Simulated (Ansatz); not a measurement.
# CH₇NSi₂: a ladder of functionals and wavefunction methods

The task here is to estimate one member of a computed series from the others.

Program: Ansatz 0.2.0, Gaussian basis. Level of theory: functionals in def2-TZVPP, the program's frozen cores in correlated methods. These are calculated values, not measurements.

Plan: LDA (SPW92), PBE-D4, revPBE-D4, BLYP-D4, r2SCAN-D4, B97M-V, PBE0-D4, B3LYP-D4, r2SCANh-D4, r2SCAN0-D4, HSE06-D4, BHLYP-D4, CAM-B3LYP-D4, LC-ωPBE, ωB97X-V, ωB97M-V, B2PLYP, PBE-QIDH; CCSD(T)/def2-SVP; CCSD(T)/def2-TZVPP; MP2/def2-QZVPP; extrapolation to the limit; RPA on PBE.

**Structure used throughout**

The geometry comes from an earlier relaxation with PBE0-D4 in a triple-zeta def2 set; it is a stationary point, not always the lowest conformer.

SMILES `[SiH3]/C=N\[SiH3]`, 11 atoms, charge 0, spin multiplicity 1.

Atoms are counted from 1 here; the program's logs count them from 0.

Bond lengths: Si1–C2 1.910 Å, Si1–H5 1.486 Å, Si1–H6 1.485 Å, Si1–H7 1.486 Å, C2–N3 1.265 Å, C2–H8 1.103 Å, N3–Si4 1.746 Å, Si4–H9 1.490 Å, Si4–H10 1.490 Å, Si4–H11 1.481 Å. Angles: C2–Si1–H5 108.9°, C2–Si1–H6 110.1°, C2–Si1–H7 109.0°, H5–Si1–H6 110.0°, H5–Si1–H7 108.8°, H6–Si1–H7 110.0°, Si1–C2–N3 126.5°, Si1–C2–H8 116.7°, N3–C2–H8 116.8°, C2–N3–Si4 129.0°, N3–Si4–H9 110.8°, N3–Si4–H10 110.6°, N3–Si4–H11 108.1°, H9–Si4–H10 108.9°, H9–Si4–H11 109.2°, H10–Si4–H11 109.2°.

Geometry (Å):

```xyz
11
CH7NSi2
Si   -0.6373    1.5700   -0.0673
C    -1.2451   -0.2154    0.2365
N    -0.5358   -1.2628    0.2352
Si    1.1815   -1.4264   -0.0346
H    -0.0425    1.6526   -1.4270
H    -1.7722    2.5214    0.0483
H     0.4094    1.9018    0.9343
H    -2.3232   -0.3460    0.4311
H     1.9517   -0.6555    0.9810
H     1.5482   -0.9357   -1.3926
H     1.5306   -2.8610    0.0755
```

The first run:

Contents of in.yaml:

```yaml
crystal:
  periodic: [false, false, false]
  atoms:
    - {symbol: Si, position_ang: [-0.637299, 1.570006, -0.067303]}
    - {symbol: C, position_ang: [-1.245074, -0.215443, 0.236520]}
    - {symbol: N, position_ang: [-0.535785, -1.262772, 0.235207]}
    - {symbol: Si, position_ang: [1.181502, -1.426422, -0.034624]}
    - {symbol: H, position_ang: [-0.042485, 1.652595, -1.426959]}
    - {symbol: H, position_ang: [-1.772199, 2.521370, 0.048333]}
    - {symbol: H, position_ang: [0.409394, 1.901818, 0.934286]}
    - {symbol: H, position_ang: [-2.323244, -0.345959, 0.431064]}
    - {symbol: H, position_ang: [1.951749, -0.655483, 0.981025]}
    - {symbol: H, position_ang: [1.548167, -0.935712, -1.392572]}
    - {symbol: H, position_ang: [1.530575, -2.860997, 0.075522]}
basis:
  gaussian: {orbitals: def2-TZVPP}
hamiltonian: {xc: lda}
output: {orbitals: {seedname: orbitals}}
```

On the command line:

```sh
> ansatz run in.yaml --threads 2 --pin off --events-out ev --progress --plain --max-ram 4352MiB
```

Among the steps run: LDA; PBE-D4 (GGA); revPBE-D4 (GGA); BLYP-D4 (GGA); r2SCAN-D4 (meta-GGA); B97M-V (meta-GGA); PBE0-D4 (hybrid); B3LYP-D4 (hybrid); r2SCANh-D4 (hybrid); r2SCAN0-D4 (hybrid); HSE06-D4 (hybrid); BHLYP-D4 (hybrid); CAM-B3LYP-D4 (range-separated); LC-ωPBE (range-separated); ωB97X-V (range-separated); ωB97M-V (range-separated); B2PLYP (double hybrid); PBE-QIDH (double hybrid).

One of the session's tables, all rows but one given; the rest of the session is left out.

It belongs to the step «Frontier levels by functional». 

| functional | HOMO (eV) | LUMO (eV) | gap (eV) |
| --- | --- | --- | --- |
| LDA (SPW92) | -5.48 | -2.91 | 2.57 |
| PBE-D4 | -5.39 | -2.71 | 2.68 |
| revPBE-D4 | ? | ? | ? |
| BLYP-D4 | -5.27 | -2.54 | 2.73 |
| r2SCAN-D4 | -5.61 | -2.55 | 3.06 |
| B97M-V | -5.83 | -2.57 | 3.25 |
| PBE0-D4 | -6.67 | -1.68 | 4.99 |
| B3LYP-D4 | -6.46 | -1.88 | 4.58 |
| r2SCANh-D4 | -6.09 | -2.16 | 3.93 |
| r2SCAN0-D4 | -6.83 | -1.59 | 5.23 |
| HSE06-D4 | -6.27 | -2.06 | 4.21 |
| BHLYP-D4 | -7.90 | -0.52 | 7.38 |
| CAM-B3LYP-D4 | -8.01 | -0.47 | 7.54 |
| LC-ωPBE | -9.31 | 0.68 | 9.99 |
| ωB97X-V | -9.00 | 0.59 | 9.59 |
| ωB97M-V | -8.91 | 0.46 | 9.37 |

**Question.** Estimate the row for revPBE-D4.

As computed: HOMO (eV): -5.35; LUMO (eV): -2.63; gap (eV): 2.72. In the column «HOMO (eV)» it lies between PBE-D4 (-5.39) and BLYP-D4 (-5.27).
